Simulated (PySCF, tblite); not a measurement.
**C6H14SSi2: geometry, infrared bands and NMR shifts**

Aim: predict the infrared bands and NMR shifts of C6H14SSi2 (`[SiH3]C[C@@H]1C[C@@]12C[C@@H]2S[SiH3]`).

The runs use tblite 0.8.0 and PySCF 2.14.0, with density-fitted response routines of our own; the level of theory stands in each step. All values are computed, except where a source is named. Atoms count from 0, in the outputs and in this text.

### 1 The starting structure

23 atoms, charge 0, multiplicity 1; geometry from: force field or distance geometry start.

Bonds of the start (Å): Si0–C1 1.86, C1–C2 1.52, C2–C3 1.53, C3–C4 1.47, C4–C5 1.45, C5–C6 1.54, C6–S7 1.74, S7–Si8 2.15, C4–C2 1.46, C6–C4 1.46, Si0–H9 1.50, Si0–H10 1.49, Si0–H11 1.48, C1–H12 1.09, C1–H13 1.09, C2–H14 1.10, C3–H15 1.10, C3–H16 1.08, C5–H17 1.09, C5–H18 1.08, C6–H19 1.08, Si8–H20 1.47, Si8–H21 1.49, Si8–H22 1.47.

### 2 Optimising the geometry with GFN2-xTB

The job: settings as JSON, then the geometry in Å.

```
{"job": {"kind": "relax", "xc": "GFN2-xTB", "basis": "xTB"}, "charge": 0, "multiplicity": 1}
Si    -2.378700     0.224200    -1.694600
C     -1.191100     1.231700    -0.671600
C     -1.039700     0.795800     0.776600
C      0.210900     1.213700     1.547500
C     -0.046200    -0.185800     1.193900
C     -0.097500    -1.448700     1.913100
C      0.683800    -1.301600     0.590300
S      2.425200    -1.389100     0.646000
Si     3.036900    -0.460800    -1.190400
H     -3.748700     0.266700    -1.086200
H     -2.459000     0.776000    -3.073200
H     -1.939400    -1.190100    -1.769300
H     -0.214700     1.208800    -1.149500
H     -1.511700     2.271900    -0.675300
H     -1.989200     0.854300     1.321300
H      0.089500     1.489400     2.607500
H      0.994000     1.747600     1.037100
H      0.463700    -1.531600     2.841200
H     -1.010400    -2.019700     1.900600
H      0.238000    -1.805400    -0.251600
H      4.504500    -0.534100    -1.317100
H      2.594900     0.964400    -1.175700
H      2.380100    -1.150500    -2.310500
```

Command:

```bash
> OMP_NUM_THREADS=1 python probes_run.py task.json out
```

This one command runs all jobs of the session in turn.

**Question.** This job is followed by: GFN2-xTB harmonic vibrations, gas phase; GIAO PBE0/pcSseg-1 NMR shielding, non-relativistic, gas phase. What will the session give for the following? strongest single infrared mode (GFN2-xTB); zero-point energy (GFN2-xTB); 13C shifts against TMS (PBE0/pcSseg-1); 1H shifts against TMS (PBE0/pcSseg-1, means over atoms taken as alike); 29Si shifts against TMS (PBE0/pcSseg-1); 33S shifts against CS2 (PBE0/pcSseg-1); surface potential, 1st and 99th percentile.

The runs gave:

| quantity | value |
| --- | --- |
| strongest single infrared mode (GFN2-xTB) | 794 cm⁻¹, 436 km/mol |
| zero-point energy (GFN2-xTB) | 107.4 kcal/mol |
| 13C shifts against TMS (PBE0/pcSseg-1) | 27.8, 24.0, 21.6, 18.4, 17.3, 16.2 ppm |
| 1H shifts against TMS (PBE0/pcSseg-1, means over atoms taken as alike) | 4.53, 3.74, 2.35, 1.59, 1.30, 1.22, 1.01, 1.00, 0.88, 0.35 ppm |
| 29Si shifts against TMS (PBE0/pcSseg-1) | -55.6, -73.8 ppm |
| 33S shifts against CS2 (PBE0/pcSseg-1) | -154 ppm |
| surface potential, 1st and 99th percentile | -1.02 V and 1.01 V |

In words: The optimisation took 96 steps and gained 0.215 eV; among the close pairs (by a distance rule), C6–S7 changed most, from 1.744 to 1.806 Å. No mode is imaginary among the 63: a minimum at this level. GFN2-xTB is a fitted tight-binding method: band positions and strengths are rough. Its intensities can rank the bands wrongly. At PBE0/pcSseg-1: The largest span, 423 ppm, is at S7, where the paramagnetic term is -399 ppm.
